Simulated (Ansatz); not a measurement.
# SiB: a trial structure relaxed, part 2 of 2

Where does this trial cell of SiB go when cell and atoms are let free?

Ansatz 0.2.0; DFT PBE, scalar-relativistic, plane waves, PAW. The steps go on from the part before.

## (4) Another rough relaxation

The end of the coarse run is made exact in the group found at a tolerance of 0.06 Å and reduced to its primitive cell.

input.yaml

```yaml
crystal:
  lattice:
    - [2.8232646851, 0.0, 0.0]
    - [-1.4116323426, 2.4450189389, 0.0]
    - [0.0, 0.0, 3.0486472842]
  atoms:
    - { symbol: Si, position: [0.3333333333, 0.6666666667, 0.5] }
    - { symbol: B, position: [0.0, 0.0, 0.0] }
basis:
  ecutwfc: 420
kpoints:
  mp_grid: { grid: [9, 9, 6] }
hamiltonian:
  xc: pbe
scf:
  occupations: { method: gaussian, width: 0.1 }
  lower_state_search: "off"
output:
  forces: true
  stress: true
  eigenvalues: true
relax:
  adjacent_minimum: "off"
  f_tol: 0.04
  max_steps: 70
  cell: { stress_tol: 0.4 }
```

Command:

```sh
ansatz run input.yaml --threads 1 --pin off --max-ram 2048MiB --backend cpu --events-out ev --progress --plain --runs-dir out
```

The program printed (excerpt; [...] marks lines left out):

```text
Warning: RAYON_NUM_THREADS=1 ignored (pool sized by the plan → 1); use --threads N
[...]
Pseudopotentials: kind: paw
Pseudopotential: Si, paw, valence charge 4, recommended cutoff 420 eV (normal), Si.paw.azcp
Pseudopotential: B, paw, valence charge 3, recommended cutoff 420 eV (normal), B.paw.azcp
Functional definition: PBE
[...]
Crystal: 2 atoms, lattice volume = 21.045 Å³
[...]
  cell:  # Å, volume = 21.2528 Å³
    - [2.8745579017151273, 2.939195482811168e-11, -1.3492315462537026e-18]
    - [-1.4372789508830177, 2.489440167519896, 6.746157731387983e-19]
    - [-1.4569413597510612e-18, -5.671127320953489e-34, 2.9699095174214936]
  atoms:
    - { symbol: Si, position: [0.33333333333333326, 0.6666666666666666, 0.5] }
    - { symbol: B, position: [1.281390451141016e-53, -2.7755575615628914e-17, 3.158663113257823e-35] }
```

Wall time 4 s (1 thread of Arm Neoverse V2, shared host); peak memory 0.27 GiB.

Step by step:

```
step  E - E(step 1) (eV/cell)  largest force component (eV/Å)  pressure (GPa)  volume (Å³)
   1                   0.0000                          0.0000           -0.41        21.04
   2                  -0.0124                          0.0000            0.46        21.21
   3                  -0.0125                          0.0000            0.20        21.25
   4                  -0.0128                          0.0000            0.21        21.25
```

Step 1 is the start. Step 4 repeats the geometry before it on a plane-wave basis chosen anew for that cell, so its energy need not be comparable with the rows above.

|  | before | after | change |
| --- | --- | --- | --- |
| a (Å) | 2.823 | 2.875 | +1.8 % |
| b (Å) | 2.823 | 2.875 | +1.8 % |
| c (Å) | 3.049 | 2.970 | -2.6 % |
| volume (Å³/atom) | 10.52 | 10.63 | +1.0 % |
| shortest distance (Å) | 2.232 | 2.227 | -0.2 % |
| space group (0.01 Å) | P-6m2 | P-6m2 | same |

Forces and stress were held to the start's 12 operations: a distortion of lower symmetry was not tested.

## (5) Final relaxation

The end of the coarse run is made exact in the group found at a tolerance of 0.06 Å and reduced to its primitive cell.

input.yaml

```yaml
crystal:
  lattice:
    - [2.8745579017, 0.0, 0.0]
    - [-1.4372789509, 2.4894401675, 0.0]
    - [0.0, 0.0, 2.9699095174]
  atoms:
    - { symbol: Si, position: [0.3333333333, 0.6666666667, 0.5] }
    - { symbol: B, position: [0.0, 0.0, 0.0] }
basis:
  ecutwfc: 420
kpoints:
  mp_grid: { grid: [24, 24, 18] }
hamiltonian:
  xc: pbe
scf:
  occupations: { method: gaussian, width: 0.1 }
output:
  forces: true
  stress: true
  eigenvalues: true
  write_density: true
  write_potential: true
  elf: true
  volumetric_format: npy
relax:
  adjacent_minimum: "off"
  f_tol: 0.01
  max_steps: 80
  cell: { stress_tol: 0.05 }
```

Command:

```sh
ansatz run input.yaml --threads 1 --pin off --max-ram 2048MiB --backend cpu --events-out ev --progress --plain --runs-dir out
```

The program printed:

```text
Warning: RAYON_NUM_THREADS=1 ignored (pool sized by the plan → 1); use --threads N
[... 9 set-up lines as earlier in the session ...]
Crystal: 2 atoms, lattice volume = 21.253 Å³
Basis set: ecut = 420 eV, 405 PW (Γ), exchange–correlation on 40×40×40 points (8 copies of the dense FFT grid, shifted against one another)
Bands: 8, of which v1, the nominal top of the filled ones, is band 4 counted from 1 (3 counted from 0)
[... 1 set-up line as earlier in the session ...]
Space group: P-6m2 (ITA 187), of the structure as read, at distance tolerance 2.8e-5 Å
k-points: 610 of 10368 (time reversal used)
[... 8 set-up lines as earlier in the session ...]
SCF iter   1: F=—  HF=-789.820541 eV  |F-HF|=—  |Δ(HF+E_count)|=         —  Δρ=3.83e-3  dr2=2.95e-3  ethr=1.77e-3  ⟨swp⟩=5.1  Hψ=36895  notcnv=0
preconditioner: auto → none  [metal: Δε(μ)=0.014 eV  Ē_g=12.091 eV  σ=0.100 eV  W_gap=0.08  n_scr=2 (ndim 8)  ℏωp=21.3 eV  f_vac=0.000  D(μ)=0.80/eV (n_scr^D=8)  sad-step TF]
SCF iter   2: F=—  HF=-789.820368 eV  |F-HF|=—  |Δ(HF+E_count)|=   1.72e-4  Δρ=2.17e-3  dr2=8.13e-4  ethr=4.21e-5  ⟨swp⟩=1.0  Hψ=9762  notcnv=0
SCF iter   3: F=—  HF=-789.820437 eV  |F-HF|=—  |Δ(HF+E_count)|=   6.87e-5  Δρ=5.25e-4  dr2=8.58e-5  ethr=1.16e-5  ⟨swp⟩=1.1  Hψ=4667  notcnv=0
SCF iter   4: F=—  HF=-789.820433 eV  |F-HF|=—  |Δ(HF+E_count)|=   3.90e-6  Δρ=7.93e-5  dr2=1.44e-6  ethr=1.23e-6  ⟨swp⟩=2.1  Hψ=6328  notcnv=0
SCF iter   5: F=—  HF=-789.820433 eV  |F-HF|=—  |Δ(HF+E_count)|=   1.80e-7  Δρ=2.86e-5  dr2=2.24e-7  ethr=2.06e-8  ⟨swp⟩=2.4  Hψ=6695  notcnv=0
SCF iter   6: F=-789.820433 eV  HF=-789.820433 eV  |F-HF|=2.57e-8  |Δ(HF+E_count)|=   7.31e-8  Δρ=1.14e-5  dr2=3.70e-8  ethr=1.43e-9  ⟨swp⟩=8.3  Hψ=23821  notcnv=0
SCF 1 converged in 6 iterations: F = -789.820433 eV  dr2 = 3.70e-8
relax step   1: F+E_penalty+E_count = -789.82043286 eV  Δ(F+E_penalty+E_count) = +0.000e0 eV  max|allowed force component| = 2.961e-16 eV/Å  Δτ_max = 0.0000 Å  P = -0.155 GPa  Ω = 21.253 Å³  (6 SCF iters, dr2 threshold 1.00e-7 eV, accepted)
Crystal: 2 atoms, lattice volume = 21.412 Å³
[... 2 set-up lines as earlier in the session ...]
iter 1 solved again at ethr=3.48e-5 eV; its pass at ethr=3.10e-3 eV (dr2=2.43e-3 eV) is discarded
SCF iter   1: F=—  HF=-789.846004 eV  |F-HF|=—  |Δ(HF+E_count)|=         —  Δρ=4.16e-3  dr2=2.46e-3  ethr=3.48e-5  ⟨swp⟩=1.0  Hψ=43652  notcnv=0
preconditioner: auto → none  [metal: Δε(μ)=0.000 eV  Ē_g=12.059 eV  σ=0.100 eV  W_gap=0.00  n_scr=2 (ndim 8)  ℏωp=21.2 eV  f_vac=0.000  D(μ)=0.95/eV (n_scr^D=8)]
SCF iter   2: F=—  HF=-789.845692 eV  |F-HF|=—  |Δ(HF+E_count)|=   3.13e-4  Δρ=1.91e-3  dr2=3.65e-4  ethr=3.48e-5  ⟨swp⟩=1.7  Hψ=5831  notcnv=0
SCF iter   3: F=—  HF=-789.845717 eV  |F-HF|=—  |Δ(HF+E_count)|=   2.50e-5  Δρ=5.75e-4  dr2=4.43e-5  ethr=5.21e-6  ⟨swp⟩=1.1  Hψ=4921  notcnv=0
SCF iter   4: F=—  HF=-789.845725 eV  |F-HF|=—  |Δ(HF+E_count)|=   8.48e-6  Δρ=6.17e-5  dr2=4.91e-7  ethr=6.33e-7  ⟨swp⟩=1.9  Hψ=6424  notcnv=0
SCF iter   5: F=-789.845725 eV  HF=-789.845725 eV  |F-HF|=1.18e-10  |Δ(HF+E_count)|=   4.46e-9  Δρ=2.61e-6  dr2=7.29e-10  ethr=2.86e-9  ⟨swp⟩=8.4  Hψ=31044  notcnv=0
SCF 2 converged in 5 iterations: F = -789.845725 eV  dr2 = 7.29e-10
relax step   2: F+E_penalty+E_count = -789.84572500 eV  Δ(F+E_penalty+E_count) = -2.529e-2 eV  max|allowed force component| = 1.110e-16 eV/Å  Δτ_max = 0.0000 Å  P = -0.205 GPa  Ω = 21.412 Å³  energy of the carried Pulay correction = -1.551e-4 eV  (5 SCF iters, dr2 threshold 2.00e-7 eV, accepted)
Crystal: 2 atoms, lattice volume = 21.611 Å³
iter 1 solved again at ethr=1.78e-4 eV; its pass at ethr=3.10e-3 eV (dr2=1.25e-2 eV) is discarded
SCF iter   1: F=—  HF=-789.951623 eV  |F-HF|=—  |Δ(HF+E_count)|=         —  Δρ=9.98e-3  dr2=1.28e-2  ethr=1.78e-4  ⟨swp⟩=1.0  Hψ=44731  notcnv=0
preconditioner: auto → none  [metal: Δε(μ)=0.001 eV  Ē_g=12.043 eV  σ=0.100 eV  W_gap=0.01  n_scr=0 (ndim 8)  ℏωp=21.1 eV  f_vac=0.000  D(μ)=0.84/eV (n_scr^D=8)]
SCF iter   2: F=—  HF=-789.950254 eV  |F-HF|=—  |Δ(HF+E_count)|=   1.37e-3  Δρ=4.62e-3  dr2=2.07e-3  ethr=1.78e-4  ⟨swp⟩=1.1  Hψ=5042  notcnv=0
SCF iter   3: F=—  HF=-789.950435 eV  |F-HF|=—  |Δ(HF+E_count)|=   1.80e-4  Δρ=1.07e-3  dr2=1.72e-4  ethr=2.95e-5  ⟨swp⟩=1.0  Hψ=4880  notcnv=0
SCF iter   4: F=—  HF=-789.950419 eV  |F-HF|=—  |Δ(HF+E_count)|=   1.58e-5  Δρ=1.71e-4  dr2=4.34e-6  ethr=2.46e-6  ⟨swp⟩=2.1  Hψ=6759  notcnv=0
SCF iter   5: F=-789.950418 eV  HF=-789.950418 eV  |F-HF|=9.09e-10  |Δ(HF+E_count)|=   3.81e-7  Δρ=9.79e-6  dr2=1.16e-8  ethr=2.86e-9  ⟨swp⟩=6.6  Hψ=29514  notcnv=0
SCF 3 converged in 5 iterations: F = -789.950418 eV  dr2 = 1.16e-8
relax step   3: F+E_penalty+E_count = -789.95041837 eV  Δ(F+E_penalty+E_count) = -1.047e-1 eV  max|allowed force component| = 7.401e-17 eV/Å  Δτ_max = 0.0000 Å  P = -0.595 GPa  Ω = 21.611 Å³  energy of the carried Pulay correction = -3.879e-4 eV  (5 SCF iters, dr2 threshold 2.00e-7 eV, accepted)
[... from here on, the SCF cycles and remarks between the steps are left out ...]
relax step   4: F+E_penalty+E_count = -790.10229656 eV  Δ(F+E_penalty+E_count) = -1.519e-1 eV  max|allowed force component| = 3.331e-16 eV/Å  Δτ_max = 0.0000 Å  P = -0.533 GPa  Ω = 21.532 Å³  energy of the carried Pulay correction = -4.270e-4 eV  (5 SCF iters, dr2 threshold 2.00e-7 eV, accepted)
relax step   5: F+E_penalty+E_count = -790.22145786 eV  Δ(F+E_penalty+E_count) = -1.192e-1 eV  max|allowed force component| = 1.110e-16 eV/Å  Δτ_max = 0.0000 Å  P = +1.151 GPa  Ω = 21.245 Å³  energy of the carried Pulay correction = -3.188e-4 eV  (5 SCF iters, dr2 threshold 2.00e-7 eV, accepted)
relax step   6: F+E_penalty+E_count = -790.21618025 eV  Δ(F+E_penalty+E_count) = +5.278e-3 eV  max|allowed force component| = 1.480e-16 eV/Å  Δτ_max = 0.0000 Å  P = +1.923 GPa  Ω = 21.246 Å³  energy of the carried Pulay correction = -3.809e-4 eV  (5 SCF iters, dr2 threshold 2.00e-7 eV, rejected (line search))
relax step   7: F+E_penalty+E_count = -790.23301428 eV  Δ(F+E_penalty+E_count) = -1.156e-2 eV  max|allowed force component| = 1.110e-16 eV/Å  Δτ_max = 0.0000 Å  P = +0.098 GPa  Ω = 21.428 Å³  energy of the carried Pulay correction = -4.696e-4 eV  (7 SCF iters, accepted)
relax step   8: F+E_penalty+E_count = -790.23327590 eV  Δ(F+E_penalty+E_count) = -2.616e-4 eV  max|allowed force component| = 7.401e-17 eV/Å  Δτ_max = 0.0000 Å  P = -0.015 GPa  Ω = 21.450 Å³  energy of the carried Pulay correction = -4.898e-4 eV  (3 SCF iters, dr2 threshold 2.00e-7 eV, accepted)
relax step   9: F+E_penalty+E_count = -790.24001747 eV  Δ(F+E_penalty+E_count) = -6.742e-3 eV  max|allowed force component| = 1.480e-16 eV/Å  Δτ_max = 0.0000 Å  P = +0.268 GPa  Ω = 21.450 Å³  stress off target by 4.31e-1 GPa  SCF on the basis re-selected at this cell (its energy is not comparable with the rows above)  (5 SCF iters)
relax step  10: F+E_penalty+E_count = -790.24005203 eV  Δ(F+E_penalty+E_count) = -3.455e-5 eV  max|allowed force component| = 2.591e-16 eV/Å  Δτ_max = 0.0000 Å  P = +0.006 GPa  Ω = 21.492 Å³  energy of the carried Pulay correction = -3.029e-5 eV  (3 SCF iters, dr2 threshold 2.00e-7 eV, accepted)
iter 1 solved again at ethr=1.00e-7 eV; its pass at ethr=3.10e-3 eV (dr2=7.03e-6 eV) is discarded
SCF iter   1: F=—  HF=-790.240076 eV  |F-HF|=—  |Δ(HF+E_count)|=         —  Δρ=1.83e-5  dr2=3.42e-8  ethr=1.00e-7  ⟨swp⟩=3.2  Hψ=52723  notcnv=0
preconditioner: auto → none  [metal: Δε(μ)=0.016 eV  Ē_g=12.229 eV  σ=0.100 eV  W_gap=0.09  n_scr=0 (ndim 8)  ℏωp=21.2 eV  f_vac=0.000  D(μ)=0.47/eV (n_scr^D=0)]
SCF iter   2: F=—  HF=-790.240084 eV  |F-HF|=—  |Δ(HF+E_count)|=   7.60e-6  Δρ=9.22e-6  dr2=8.38e-9  ethr=4.89e-10  ⟨swp⟩=2.4  Hψ=7040  notcnv=0
SCF iter   3: F=—  HF=-790.240084 eV  |F-HF|=—  |Δ(HF+E_count)|=   3.79e-9  Δρ=1.91e-6  dr2=1.10e-9  ethr=1.20e-10  ⟨swp⟩=2.6  Hψ=6995  notcnv=0
SCF iter   4: F=—  HF=-790.240084 eV  |F-HF|=—  |Δ(HF+E_count)|=  3.20e-10  Δρ=4.75e-7  dr2=3.87e-11  ethr=1.57e-11  ⟨swp⟩=2.0  Hψ=6563  notcnv=0
SCF iter   5: F=-790.240084 eV  HF=-790.240084 eV  |F-HF|=7.96e-13  |Δ(HF+E_count)|=  6.82e-12  Δρ=8.76e-8  dr2=2.04e-12  ethr=1.00e-12  ⟨swp⟩=5.6  Hψ=16368  notcnv=0
SCF 11 converged in 5 iterations: F = -790.240084 eV  dr2 = 2.04e-12
relax step  11: F+E_penalty+E_count = -790.24008355 eV  Δ(F+E_penalty+E_count) = -3.152e-5 eV  max|allowed force component| = 2.220e-16 eV/Å  Δτ_max = 0.0000 Å  P = +0.005 GPa  Ω = 21.492 Å³  stress off target by 3.01e-2 GPa  SCF on the basis re-selected at this cell (its energy is not comparable with the rows above)  (5 SCF iters)
basis re-selected at this cell: Δ(F+E_penalty+E_count) = -3.152e-5 eV, ΔP = -0.001 GPa vs the last step (what re-selecting the basis moved, of the pressure what is left beyond the Pulay correction that the steps carried, after the strain that the cell walked since its last selection, with what the two solves' SCF thresholds leave and, on support functions, any second-order correction that the steps lacked; it is no measure of the basis error at this ecutwfc). This SCF's stress stands 3.01e-2 GPa from its target on what of the cell is left free (relax.cell.stress_tol is 5.00e-2 GPa) and its largest allowed force component is 2.22e-16 eV/Å (relax.f_tol is 1.00e-2 eV/Å): within both
SCF converged after 5 iterations
Free energy (F): -790.240084 eV
Harris-Foulkes:  -790.240084 eV  (|F-HF|=7.96e-13)
Internal energy: -790.237720 eV  (E = F + TS)
E sigma→0 (E₀):  -790.238902 eV
Entropy (-TS):   -0.002363 eV (-1.182 meV/atom)
Fermi energy:    10.428101 eV
--- Per-component energies (eV) ---
  E_band       = 30.454486
  E_kinetic    = 89.198247
  E_local      = -18.421940  (includes V_loc(G=0)·N_el)
  E_nonlocal   = 37.286107
  E_hartree    = 6.587189
  E_xc         = -88.049463
  E_vxc        = -85.953576  (∫ρ·V_xc dr)
  E_paw        = -590.999109  (= ΣΔE_a)
  E_vpaw       = -4.828733  (= ΣTr[D̂ρ^β])
  E_aug_tail   = 0.000003  (compensation charges beyond the density's cutoff)
  E_ewald      = -225.838755
  E_smearing   = -0.002363  (= −TS)
  E_closure    = 0.000000  (closes the sum)
  Σ components = -790.240084   (vs F -790.240084, Δ=0.00e0)
--- Forces (eV/Å), atoms counted from 1 ---
  atom   1  Si     0.00000000     0.00000000     0.00000000
  atom   2  B     -0.00000000    -0.00000000     0.00000000
  max |Σ_I F_I| component: 1.48e-16 eV/Å
--- Stress (GPa, compression-positive) ---
       -0.007084      -0.000000       0.000000
        0.000000      -0.007084       0.000000
        0.000000       0.000000       0.030059
  P = ⅓ Tr σ = 0.0053 GPa (0.053 kbar)
--- Band table (eV; the first three rows and the last of 610) ---
  k-point 0: bands = ["-4.6624", "9.2312", "9.2312", "13.5962", "14.3875", "14.3875", "14.8125", "18.8918"]
  k-point 1: bands = ["-4.5911", "9.2973", "9.2973", "13.1717", "14.4556", "14.4556", "14.6574", "19.1160"]
  k-point 2: bands = ["-4.3772", "9.4944", "9.4944", "11.9072", "14.6465", "14.6589", "14.6589", "19.4730"]
  k-point 609: bands = ["4.5280", "4.7724", "6.5802", "7.7496", "8.4312", "9.9269", "20.3840", "22.2690"]
--- Relaxed structure (9 steps of the walk, 8 accepted, 2 SCFs on fresh bases) ---
  F+E_penalty+E_count = -790.24008355 eV   max|allowed force component| = 2.220e-16 eV/Å   (the final SCF, on the basis selected at the relaxed cell)
  cell:  # Å, volume = 21.4920 Å³
    - [3.198406661096961, 3.211969668463327e-11, 0.0]
    - [-1.5992033305762972, 2.7699014201272747, 0.0]
    - [0.0, 0.0, 2.4259384531631767]
  atoms:
    - { symbol: Si, position: [0.33333333333333337, 0.6666666666666666, 0.4999999999999999] }
    - { symbol: B, position: [0.0, -2.7755575615628914e-17, 0.0] }
```

It took 2 min on 1 thread of Arm Neoverse V2, shared host; peak memory 0.47 GiB.

Relaxation path:

```
step  E - E(step 1) (eV/cell)  largest force component (eV/Å)  pressure (GPa)  volume (Å³)
   1                   0.0000                          0.0000           -0.16        21.25
   2                  -0.0253                          0.0000           -0.20        21.41
   3                  -0.1300                          0.0000           -0.60        21.61
   4                  -0.2819                          0.0000           -0.53        21.53
   5                  -0.4010                          0.0000            1.15        21.25
   6                  -0.3957                          0.0000            1.92        21.25
   7                  -0.4126                          0.0000            0.10        21.43
   8                  -0.4128                          0.0000           -0.01        21.45
   9                  -0.4196                          0.0000            0.27        21.45
  10                  -0.4196                          0.0000            0.01        21.49
  11                  -0.4197                          0.0000            0.01        21.49
```

Step 1 is the start. Steps 9, 11 each repeat the geometry before them on a plane-wave basis chosen anew, so the energy can jump there without any move. Step 6 was tried and not accepted.

|  | before | after | change |
| --- | --- | --- | --- |
| a (Å) | 2.875 | 3.198 | +11.3 % |
| b (Å) | 2.875 | 3.198 | +11.3 % |
| c (Å) | 2.970 | 2.426 | -18.3 % |
| volume (Å³/atom) | 10.63 | 10.75 | +1.1 % |
| shortest distance (Å) | 2.227 | 2.209 | -0.8 % |
| space group (0.01 Å) | P-6m2 | P-6m2 | same |

The run keeps the 12 symmetry operations of the start, so it could not have lowered the symmetry.

Density in a lattice plane of the grid's cell (edges 3.20 and 2.43 Å, at 0.667 of the third edge), which holds Si.

Ten even steps from '0' (0.08 e/Å³) to '9' (0.42 e/Å³):
```
788889999998888777777777
788999999999988877766677
788999999999998877666667
789999887789999876655566
789998655568999876554456
789986422246899875444455
688864210024788865443445
688864100014688865443345
688864210024788865443445
789986422246899875444455
789998655568999876554456
789999887789999876655566
788999999999998877666667
788999999999988877766677
788889999998888777777777
788888888888888777777777
```
Columns run along the first of these edges and rows up along the second, over one cell in 24 and 16 even steps from the bottom left corner. Atoms in the plane (fractional): Si at (0.33, 0.50).

ELF in the same plane.

Ten even steps from ' ' (0.23) to '@' (0.67):
```
@@%%%%####****++++++++**####%%%%%%%%%%%%####%%%%
@@@@@@%%%%##**++++++**####%%%%@@%%%%%%######%%%%
@@@@@@@@%%##**======++##%%@@@@@@%%%%##******##%%
%%@@@@@@%%**==::::::==**%%@@@@@@%%##**++++++**##
%%@@@@@@##==::      ::==##@@@@@@%%##++======++##
%%@@@@##++::          ::++##@@@@%%**==--::--==**
##%%%%**--::..::--::....--**%%%%##++--::::::--++
##%%##**--....--====....--++##%%##++--::..::--++
##%%%%**--::..::--::....--**%%%%##++--::::::--++
%%@@@@##++::          ::++##@@@@%%**==--::--==**
%%@@@@@@##==::      ::==##@@@@@@%%##++======++##
%%@@@@@@%%**==::::::==**%%@@@@@@%%##**++++++**##
@@@@@@@@%%##**======++##%%@@@@@@%%%%##******##%%
@@@@@@%%%%##**++++++**####%%%%@@%%%%%%######%%%%
@@%%%%####****++++++++**####%%%%%%%%%%%%####%%%%
%%%%%%##****++++++++++++**##%%%%%%%%%%%%##%%%%%%
```
Columns run along the first of these edges and rows up along the second, over one cell in 24 and 16 even steps from the bottom left corner. Atoms in the plane (fractional): Si at (0.33, 0.50).

Both are smooth fields of the valence electrons: close to the nuclei they are not physical.

Maxima of ELF outside the ion cores: 0.82 on the B–Si line, 0.8 Å from B.

## (6) Changing settings: occupations.method fermi_dirac, mixing.algorithm msr1, mixing.beta 0.9

input.yaml

```yaml
crystal:
  lattice:
    - [3.1984066611, 0.0, 0.0]
    - [-1.5992033306, 2.7699014201, 0.0]
    - [0.0, 0.0, 2.4259384532]
  atoms:
    - { symbol: Si, position: [0.3333333333, 0.6666666667, 0.5] }
    - { symbol: B, position: [0.0, 0.0, 0.0] }
basis:
  ecutwfc: 420
kpoints:
  mp_grid: { grid: [24, 24, 18] }
hamiltonian:
  xc: pbe
scf:
  occupations: { method: fermi_dirac, width: 0.1 }
  mixing: { algorithm: msr1, beta: 0.9 }
output:
  forces: true
  eigenvalues: true
  stress: true
```

Command:

```sh
ansatz run input.yaml --threads 1 --pin off --max-ram 2048MiB --backend cpu --events-out ev --progress --plain --runs-dir out
```

The program printed (excerpt; [...] marks lines left out):

```text
Warning: RAYON_NUM_THREADS=1 ignored (pool sized by the plan → 1); use --threads N
[...]
[... 4 set-up lines as earlier in the session ...]
[...]
Crystal: 2 atoms, lattice volume = 21.492 Å³
[...]
--- Forces (eV/Å), atoms counted from 1 ---
  atom   1  Si     0.00000000    -0.00000000    -0.00000000
  atom   2  B      0.00000000     0.00000000     0.00000000
[...]
--- Stress (GPa, compression-positive) ---
       -0.141269      -0.000000       0.000000
       -0.000000      -0.141269       0.000000
        0.000000       0.000000       0.377332
  P = ⅓ Tr σ = 0.0316 GPa (0.316 kbar)
--- Band table (eV; the first three rows and the last of 610) ---
  k-point 0: bands = ["-4.6625", "9.2311", "9.2311", "13.5962", "14.3874", "14.3874", "14.8124", "18.8916"]
[...]
```

It took 8.1 s on 1 thread of Arm Neoverse V2, shared host; peak memory 0.43 GiB.

```csv
run,ending,energy change,pressure (GPa),gap (eV),force (eV/Å),cycles,time
step 5,converged,0,0.0,0.00,0.00,-,2 min
variant,converged,+0.1 meV/atom (σ→0),0.0,0.00,0.00,6,8.1 s
```

Changing the smearing and mixing leaves the energy as it was (+0.1 meV/atom).

## (7) Outcome

This closing draws on all 2 parts. Changes of volume or cell count from the first structure of part 1.

| quantity | value |
| --- | --- |
| symmetry at the end (tolerance 0.05 Å) | space group P-6m2 (No. 187) |
| conventional cell | a = 3.198 Å, b = 3.198 Å, c = 2.426 Å, α = 90.00°, β = 90.00°, γ = 120.00° |
| volume | 10.75 Å³/atom |
| energy over the elements | +0.74 eV/atom |
| gap on the mesh | none (metal) |

The space group P-6m2 (No. 187) is kept, and the volume per atom shrinks by 21.4 % from the first guess. With a positive formation energy it can't be a ground state. No finished test with a distortion of lower symmetry is shown, so the end may be a saddle point.
